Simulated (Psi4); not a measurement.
# UHF/STO-3G run of SnH3O2 (SMILES [OH][SnH][OH])

Aim: the vertical electron affinity of SnH3O2 at UHF/STO-3G, from 2 runs. 

The results are computed with Psi4 1.11.

1 further run of the same task is left out (set aside as unsound or not needed).

## 1. Starting point

SnH3O2 has 6 atoms, charge 0, and is taken as a doublet. SMILES: `[OH][SnH][OH]`. The shape is that of a PBE0-D4/def2-TZVP optimisation. This is one conformer, not always the lowest.

Bond lengths: O1–Sn2 1.978 Å, Sn2–O3 1.963 Å, O1–H4 0.960 Å, Sn2–H5 1.748 Å, O3–H6 0.962 Å. Angles: O1–Sn2–O3 99.7°, O1–Sn2–H5 110.6°, O3–Sn2–H5 104.3°, Sn2–O1–H4 115.0°, Sn2–O3–H6 112.0°.

## 2. Energy and gradient at UHF/STO-3G

Contents of job.dat:

```
memory 2200 MB

molecule {
  0 2
  O
  Sn 1 R2
  O 2 R3 1 A3
  H 1 R4 2 A4 3 D4
  H 2 R5 3 A5 1 D5
  H 3 R6 2 A6 5 D6

  R2 = 1.978076
  R3 = 1.962978
  A3 = 99.6503
  R4 = 0.960256
  A4 = 114.97879
  D4 = -170.37312
  R5 = 1.747629
  A5 = 104.33832
  D5 = 114.29614
  R6 = 0.961895
  A6 = 111.97919
  D6 = 144.70045
  units angstrom
  symmetry c1
  no_reorient
  no_com
}

set {
  basis STO-3G
  reference uhf
  puream true
  e_convergence 1e-09
  d_convergence 1e-08
  scf_type pk
  maxiter 100
}

E, wfn = gradient("scf", return_wfn=True)
print_variables()
```

Launch:

```
$ psi4 -n 1 job.dat job.out
```

job.out:

```text
[...]
  Running in c1 symmetry.
[...]
  Nuclear repulsion =  276.879914975066583
[...]
  Multiplicity = 2
[...]
  Nalpha       = 35
  Nbeta        = 34
[...]
    Number of basis functions: 40
[...]
   @UHF iter   1: -6112.48909696317332   -3.89347e+00   1.07633e-02 ADIIS/DIIS
[...]
   @UHF iter  16: -6112.68639642254129    2.72848e-12   7.69299e-09 DIIS
[...]
   @S^2 Observed:                7.576615905E-01
[...]
    Orbital Energies [Eh]
    ---------------------
    Alpha Occupied:
       1A   -1029.876448     2A   -153.508671     3A   -145.338548
       4A   -145.337767     5A   -145.337617     6A    -29.586536
       7A    -26.569826     8A    -26.568216     9A    -26.567627
      10A    -20.144047    11A    -20.134732    12A    -18.170949
      13A    -18.170716    14A    -18.170186    15A    -18.169599
      16A    -18.169344    17A     -4.801654    18A     -3.557024
      19A     -3.553249    20A     -3.551201    21A     -1.199738
      22A     -1.187615    23A     -0.876634    24A     -0.874974
      25A     -0.873561    26A     -0.872130    27A     -0.869981
      28A     -0.560131    29A     -0.506711    30A     -0.449613
      31A     -0.398485    32A     -0.353977    33A     -0.330897
      34A     -0.328103    35A     -0.204270
[...]
  @UHF Final Energy: -6112.68639642254129
   => Energetics <=
    Nuclear Repulsion Energy =            276.8799149750665833
    One-Electron Energy =               -9009.2547714261054352
    Two-Electron Energy =                2619.6884600284975022
    Total Energy =                      -6112.6863964225412928
  UHF NO Occupations:
  HONO-2 :   33  A 1.9987369
  HONO-1 :   34  A 1.9978053
[...]
 Multipole Moments:
 ------------------------------------------------------------------------------------
     Multipole            Electronic (a.u.)      Nuclear  (a.u.)        Total (a.u.)
 ------------------------------------------------------------------------------------
 L = 1.  Multiply by 2.5417464519 to convert [e a0] to [Debye]
 Dipole X            :          1.6031197           -0.9854497            0.6176701
 Dipole Y            :          5.2233352           -4.2624107            0.9609246
 Dipole Z            :          5.0411703           -4.9561156            0.0850547
 Magnitude           :                                                    1.1454809
[...]
  -Total Gradient:
     Atom            X                  Y                   Z
    ------   -----------------  -----------------  -----------------
       1        0.007989652632     0.037773240067    -0.029688820032
       2        0.024750856286     0.003392277617     0.010409365067
       3        0.019710221989    -0.027352223419    -0.026493053822
       4       -0.005550031973    -0.033871170808     0.006075355984
       5       -0.029637960755     0.010717374317     0.013400486808
       6       -0.017262738171     0.009340502531     0.026296666367
[...]
```

Wall time 1.8 s (1 thread of Intel Xeon 6975P-C (Granite Rapids), shared host); peak memory 0.2 GiB.

## 3. The singlet anion: a single-point energy at HF/STO-3G

Contents of input.inp:

```
memory 2200 mb

molecule geom {
  -1 1
  O     -1.248300    -0.684700    -0.233400
  Sn     0.417000     0.302500    -0.639600
  O      1.413900    -0.038300     1.016700
  H     -1.852000    -0.783400    -0.973600
  H      0.128600     2.026100    -0.624300
  H      1.182700    -0.886000     1.408100
  symmetry c1
  no_reorient
  no_com
}

set globals {
  reference     rhf
  puream        true
  e_convergence 1e-09
  d_convergence 1e-08
  scf_type      pk
}

e, wfn = energy('scf/STO-3G', return_wfn=True)
```

Launch:

```
$ psi4 -i input.inp -o input.out -n 1
```

input.out (excerpt; [...] marks lines left out):

```text
[...]
  Running in c1 symmetry.
[...]
  Nuclear repulsion =  276.879869199419147
[...]
  Multiplicity = 1
[...]
  Nalpha       = 35
  Nbeta        = 35
[...]
    Number of basis functions: 40
[...]
   @RHF iter   1: -6112.32807808475263   -3.73246e+00   1.15095e-02 ADIIS/DIIS
[...]
   @RHF iter  10: -6112.53383777762338   -5.45697e-12   8.95416e-09 DIIS
[...]
    Orbital Energies [Eh]
    ---------------------
    Doubly Occupied:
       1A   -1029.511972     2A   -153.146779     3A   -144.975927
       4A   -144.975784     5A   -144.975534     6A    -29.227523
       7A    -26.210295     8A    -26.209805     9A    -26.208007
      10A    -19.857211    11A    -19.852480    12A    -17.812243
      13A    -17.812089    14A    -17.810554    15A    -17.809971
      16A    -17.809761    17A     -4.450405    18A     -3.205522
      19A     -3.203333    20A     -3.195380    21A     -0.940078
      22A     -0.932472    23A     -0.531662    24A     -0.527692
      25A     -0.520182    26A     -0.519190    27A     -0.515048
      28A     -0.301321    29A     -0.256587    30A     -0.182283
      31A     -0.124755    32A     -0.093121    33A     -0.079539
      34A     -0.072719    35A      0.141293
[...]
  @RHF Final Energy: -6112.53383777762338
   => Energetics <=
    Nuclear Repulsion Energy =            276.8798691994191472
    One-Electron Energy =               -9031.3955514939880231
    Two-Electron Energy =                2641.9818445169453298
    Total Energy =                      -6112.5338377776224661
[...]
 Multipole Moments:
 ------------------------------------------------------------------------------------
     Multipole            Electronic (a.u.)      Nuclear  (a.u.)        Total (a.u.)
 ------------------------------------------------------------------------------------
 L = 1.  Multiply by 2.5417464519 to convert [e a0] to [Debye]
 Dipole X            :        -41.8969578           40.8825240           -1.0144338
 Dipole Y            :        -18.6740776           18.3259970           -0.3480805
 Dipole Z            :         49.5427705          -48.9503317            0.5924388
 Magnitude           :                                                    1.2252428
[...]
```

It took 1.2 s on 1 thread of Intel Xeon 6975P-C (Granite Rapids), shared host; peak memory 0.18 GiB.

## 4. Results

Level: UHF/STO-3G.

| quantity | value |
| --- | --- |
| doublet SnH3O2: total energy | -6112.68640 Eh |
| doublet SnH3O2: dipole moment | 2.91 D |
| doublet SnH3O2: HOMO energy (highest over α and β) | -5.56 eV |
| doublet SnH3O2: LUMO energy (lowest over α and β) | 4.47 eV |
| doublet SnH3O2: ⟨S²⟩ | 0.758 |
| doublet SnH3O2: largest force on an atom | 2.504 eV/Å |
| singlet anion: total energy | -6112.53384 Eh |
| singlet anion: HOMO energy | 3.84 eV |
| singlet anion: LUMO energy | 17.99 eV |
| singlet anion: HOMO–LUMO gap (to an unbound level, set by the basis) | 14.14 eV |
| vertical electron affinity (to the singlet anion) | -4.151 eV |

The anion lies 4.15 eV (96 kcal/mol) above the neutral: the electron isn't bound at this level, and such a value depends on the basis. Without diffuse functions anions come out too high. Hartree–Fock misses the correlation that binds many anions. The largest force (doublet SnH3O2) is 2.50 eV/Å: the shape isn't a stationary point for this species at this level. In a minimal basis such a difference can be off by several eV, whatever the method. Relativity is left out (doublet SnH3O2) although the molecule holds a heavy atom. The HOMO (singlet anion) lies at positive energy, 3.84 eV: the electron is unbound at this level or held by a compact basis; values depend on the basis. Relativity is left out (singlet anion) although the molecule holds a heavy atom.
